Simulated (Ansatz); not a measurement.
# Dy2C: the cost of one run

Method: DFT PBEsol, scalar-relativistic, plane waves, PAW, in Ansatz 0.2.0.

4 further runs of the same task are left out: 4 that didn't finish.

### Step 1. The system as given

The structure is trigonal, space group R-3m (No. 166). Conventional cell: a = 3.592 Å, b = 3.592 Å, c = 18.349 Å, α = 90.00°, β = 90.00°, γ = 120.00°. C (site symmetry -3m) is surrounded by 6 Dy at 2.47 Å. Dy (site symmetry 3m) has 3 C at 2.47 Å as nearest neighbours.

Coordinates:

```
C Dy
1.0
     1.79589    1.03686    6.11639
    -1.79589    1.03686    6.11639
     0.00000   -2.07371    6.11639
C Dy
1 2
Direct
  0.00000 0.00000 0.00000
  0.26029 0.26029 0.26029
  0.73971 0.73971 0.73971
```

Starting moments: Dy 5.00 μB.

### Step 2. Relaxing cell and atoms

input.yaml reads:

```yaml
crystal:
  lattice:
    - [1.7958892969, 1.036857169, 6.1163944792]
    - [-1.7958892969, 1.036857169, 6.1163944792]
    - [0.0, -2.073714338, 6.1163944792]
  atoms:
    - { symbol: C, position: [0.0, 0.0, 0.0] }
    - { symbol: Dy, position: [0.26029208, 0.26029208, 0.26029208], spin: 5.0 }
    - { symbol: Dy, position: [0.73970792, 0.73970792, 0.73970792], spin: 5.0 }
basis:
  ecutwfc: 420
  ecutrho_ratio: 4
kpoints:
  mp_grid: { grid: [10, 10, 10] }
hamiltonian:
  xc: pbesol
scf:
  occupations: { method: gaussian, width: 0.05 }
output:
  forces: true
  stress: true
  eigenvalues: true
  populations: true
magnetization:
  spin_polarized: true
relax:
  f_tol: 0.01
  max_steps: 60
  cell: { stress_tol: 0.04 }
```

Started as:

```
$ ansatz run input.yaml --threads 4 --pin off --max-ram 4096MiB --backend cpu --events-out ev --progress --plain --runs-dir out
```

**Question.** How long does this run take on 4 threads of Arm Neoverse N1, shared host, and how much memory does it need?

About 2.9 min, with a peak of 0.85 GiB.
